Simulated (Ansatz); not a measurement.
# MgZn2TeS2: the cost of one run

Computed with Ansatz 0.2.0 (DFT PBE, scalar-relativistic, plane waves, PAW, unless a step's input says otherwise).

## Step 1: The system as given

Symmetry: P-3m1, No. 164, trigonal system. Conventional cell: a = 4.295 Å, b = 4.295 Å, c = 7.135 Å, α = 90.00°, β = 90.00°, γ = 120.00°. Mg (site symmetry -3m) is surrounded by 6 S at 3.13 Å and 6 Zn at 3.47 Å and 2 Te at 3.57 Å. Zn (site symmetry 3m) has 4 S at 2.53 to 2.80 Å and 3 Te at 2.73 Å in its first shell of neighbours. Te (site symmetry -3m) is surrounded by 6 Zn at 2.73 Å and 6 S at 2.98 Å and 2 Mg at 3.57 Å. S (site symmetry 3m) is surrounded by 4 Zn at 2.53 to 2.80 Å and 3 Te at 2.98 Å and 3 Mg at 3.13 Å.

Coordinates:

```
Mg Zn Te S
1.0
     4.29463    0.00000    0.00000
    -2.14731    3.71926    0.00000
     0.00000    0.00000    7.13497
Mg Zn Te S
1 2 1 2
Cartesian
  0.0000 0.0000 0.0000
  2.1473 1.2398 4.7040
  0.0000 2.4795 2.4309
  0.0000 0.0000 3.5675
  2.1473 1.2398 1.9075
  0.0000 2.4795 5.2274
```

The cell is invented: species swapped into a database cell of LiSmCu2P2 (P-3m1, No. 164), with Te on the Li sites, Mg on the Sm sites, Zn on the Cu sites and S on the P sites. Its size is a rough estimate.

## Step 2: Probe: one point on a coarse mesh

File input.yaml:

```yaml
crystal:
  lattice:
    - [4.29462819, 0.0, 0.0]
    - [-2.14731409, 3.71925711, 0.0]
    - [0.0, 0.0, 7.13497479]
  atoms:
    - { symbol: Mg, position: [0.0, 0.0, 0.0] }
    - { symbol: Zn, position: [0.66666667, 0.33333333, 0.65929103] }
    - { symbol: Zn, position: [0.33333333, 0.66666667, 0.34070897] }
    - { symbol: Te, position: [0.0, 0.0, 0.5] }
    - { symbol: S, position: [0.66666667, 0.33333333, 0.267351] }
    - { symbol: S, position: [0.33333333, 0.66666667, 0.732649] }
basis:
  ecutwfc: 420
kpoints:
  mp_grid: { grid: [6, 6, 4] }
hamiltonian:
  xc: pbe
scf:
  occupations: { method: gaussian, width: 0.1 }
  lower_state_search: "off"
output:
  forces: true
  stress: true
  eigenvalues: true
```

On the command line:

```
> ansatz run input.yaml --threads 1 --pin off --max-ram 2560MiB --backend cpu --events-out ev --progress --plain --runs-dir out
```

Q: Estimate wall time and peak memory on 1 thread of Arm Neoverse V2, shared host.

About 6.1 s, with a peak of 0.41 GiB.
